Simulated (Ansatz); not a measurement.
# B2H2OZn: a ladder of functionals and wavefunction methods

An exercise on one series of results from a longer session: the logs are not shown, and one member is left open.

The runs use Ansatz 0.2.0, Gaussian basis; functionals in def2-TZVPP, the program's frozen cores in correlated methods.

Levels to be run: LDA (SPW92), PBE-D4, revPBE-D4, BLYP-D4, r2SCAN-D4, B97M-V, PBE0-D4, B3LYP-D4, r2SCANh-D4, r2SCAN0-D4, HSE06-D4, BHLYP-D4, CAM-B3LYP-D4, LC-ωPBE, ωB97X-V, ωB97M-V, B2PLYP, PBE-QIDH; CCSD(T)/def2-SVP; CCSD(T)/def2-TZVPP; MP2/def2-QZVPP; extrapolation to the limit; RPA on PBE.

**Structure used throughout**

The geometry comes from an earlier relaxation with PBE0-D4 in a triple-zeta def2 set; it is a stationary point.

6 atoms, charge 0, spin multiplicity 1.

Atoms are counted from 1 here; the program's logs count them from 0.

Bond lengths: B1–O2 1.387 Å, B1–Zn4 2.147 Å, B1–H5 1.197 Å, O2–B3 1.387 Å, B3–Zn4 2.147 Å, B3–H6 1.197 Å. Angles: O2–B1–Zn4 83.3°, O2–B1–H5 117.8°, Zn4–B1–H5 158.8°, B1–O2–B3 123.8°, O2–B3–Zn4 83.3°, O2–B3–H6 117.8°, Zn4–B3–H6 158.8°, B1–Zn4–B3 69.5°.

Coordinates:

| atom | x (Å) | y (Å) | z (Å) |
| --- | --- | --- | --- |
| B1 | -0.6272 | 0.5421 | -0.8975 |
| O2 | 0.2859 | 0.5148 | 0.1464 |
| B3 | 0.6065 | -0.6291 | 0.8627 |
| Zn4 | -0.8111 | -1.5523 | -0.4601 |
| H5 | -0.8224 | 1.5901 | -1.4418 |
| H6 | 1.4104 | -0.5295 | 1.7439 |

Set-up of the first run:

The input, in.yaml:

```yaml
crystal:
  periodic: [false, false, false]
  atoms:
    - {symbol: B, position_ang: [-0.627200, 0.542100, -0.897452]}
    - {symbol: O, position_ang: [0.285927, 0.514760, 0.146411]}
    - {symbol: B, position_ang: [0.606482, -0.629058, 0.862739]}
    - {symbol: Zn, position_ang: [-0.811058, -1.552328, -0.460091]}
    - {symbol: H, position_ang: [-0.822365, 1.590074, -1.441814]}
    - {symbol: H, position_ang: [1.410415, -0.529549, 1.743908]}
basis:
  gaussian: {orbitals: def2-TZVPP}
hamiltonian: {xc: lda}
output: {orbitals: {seedname: orbitals}}
```

Among the steps run: LDA; PBE-D4 (GGA); revPBE-D4 (GGA); BLYP-D4 (GGA); r2SCAN-D4 (meta-GGA); B97M-V (meta-GGA); PBE0-D4 (hybrid); B3LYP-D4 (hybrid); r2SCANh-D4 (hybrid); r2SCAN0-D4 (hybrid); HSE06-D4 (hybrid); BHLYP-D4 (hybrid); CAM-B3LYP-D4 (range-separated); LC-ωPBE (range-separated); ωB97X-V (range-separated); ωB97M-V (range-separated); B2PLYP (double hybrid); PBE-QIDH (double hybrid).

One of the session's tables, all rows but one given; the rest of the session is left out.

It belongs to the step «Orbital energies across the functionals». 

| functional | HOMO (eV) | LUMO (eV) | gap (eV) |
| --- | --- | --- | --- |
| LDA (SPW92) | -4.87 | -2.96 | 1.91 |
| PBE-D4 | ? | ? | ? |
| revPBE-D4 | -4.68 | -2.51 | 2.17 |
| BLYP-D4 | -4.62 | -2.47 | 2.15 |
| r2SCAN-D4 | -4.91 | -2.35 | 2.56 |
| B97M-V | -4.90 | -2.55 | 2.36 |
| PBE0-D4 | -5.69 | -1.82 | 3.87 |
| B3LYP-D4 | -5.54 | -2.08 | 3.46 |
| r2SCANh-D4 | -5.27 | -2.09 | 3.18 |
| r2SCAN0-D4 | -5.81 | -1.71 | 4.10 |
| HSE06-D4 | -5.30 | -2.18 | 3.12 |
| BHLYP-D4 | -6.56 | -1.18 | 5.38 |
| CAM-B3LYP-D4 | -6.95 | -1.01 | 5.94 |
| LC-ωPBE | -8.19 | 0.02 | 8.20 |
| ωB97X-V | -7.87 | -0.05 | 7.82 |
| ωB97M-V | -7.73 | -0.20 | 7.52 |

**Question.** Estimate the row for PBE-D4.

**Answer.** HOMO (eV): -4.73; LUMO (eV): -2.63; gap (eV): 2.10. In the column «HOMO (eV)» it lies between LDA (SPW92) (-4.87) and revPBE-D4 (-4.68).
